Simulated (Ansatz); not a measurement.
# P5C: the cost of one run

Program: Ansatz 0.2.0. Level of theory: DFT PBE, scalar-relativistic, plane waves, PAW. These are calculated values, not measurements.

### 1 The system as given

The structure is hexagonal, space group P6/mmm (No. 191). The conventional cell has a = 4.635 Å, b = 4.635 Å, c = 6.292 Å, α = 90.00°, β = 90.00°, γ = 120.00°. P (site symmetry 3m) is surrounded by 4 P at 2.57 to 2.68 Å. Around P (site symmetry 6/mmm) lie 12 P at 2.97 Å and 2 C at 3.15 Å. Around C (site symmetry 6/mmm) lie 14 P at 3.15 to 3.26 Å.

Structure file:

```cif
data_structure
_symmetry_space_group_name_H-M 'P 1'
_symmetry_Int_Tables_number 1
_cell_length_a 4.6351
_cell_length_b 4.6351
_cell_length_c 6.2919
_cell_angle_alpha 90.000
_cell_angle_beta 90.000
_cell_angle_gamma 120.000
_cell_volume 117.06
loop_
_atom_site_label
_atom_site_type_symbol
_atom_site_fract_x
_atom_site_fract_y
_atom_site_fract_z
_atom_site_occupancy
P1 P 0.66667 0.33333 0.79599 1
P2 P 0.00000 0.00000 0.00000 1
P3 P 0.66667 0.33333 0.20401 1
P4 P 0.33333 0.66667 0.20401 1
P5 P 0.33333 0.66667 0.79599 1
C1 C 0.00000 0.00000 0.50000 1
```

A structure generator made this guess: species swapped into a database cell of BaSn5 (P6/mmm, No. 191), with C on the Ba sites and P on the Sn sites. Its size is a rough estimate.

### 2 Probe: one point on a coarse mesh

input.yaml reads:

```yaml
crystal:
  lattice:
    - [4.63506313, 0.0, 0.0]
    - [-2.31753157, 4.01408242, 0.0]
    - [0.0, 0.0, 6.29187003]
  atoms:
    - { symbol: P, position: [0.66666667, 0.33333333, 0.79599494] }
    - { symbol: P, position: [0.0, 0.0, 0.0] }
    - { symbol: P, position: [0.66666667, 0.33333333, 0.20400506] }
    - { symbol: P, position: [0.33333333, 0.66666667, 0.20400506] }
    - { symbol: P, position: [0.33333333, 0.66666667, 0.79599494] }
    - { symbol: C, position: [0.0, 0.0, 0.5] }
basis:
  ecutwfc: 420
kpoints:
  mp_grid: { grid: [6, 6, 4] }
hamiltonian:
  xc: pbe
scf:
  occupations: { method: gaussian, width: 0.1 }
  lower_state_search: "off"
output:
  forces: true
  stress: true
  eigenvalues: true
```

The run is started by

```
ansatz run input.yaml --threads 1 --pin off --max-ram 2560MiB --backend cpu --events-out ev --progress --plain --runs-dir out
```

Q: Estimate wall time and peak memory on 1 thread of Arm Neoverse V1, shared host.

About 3.7 s, with a peak of 0.34 GiB.
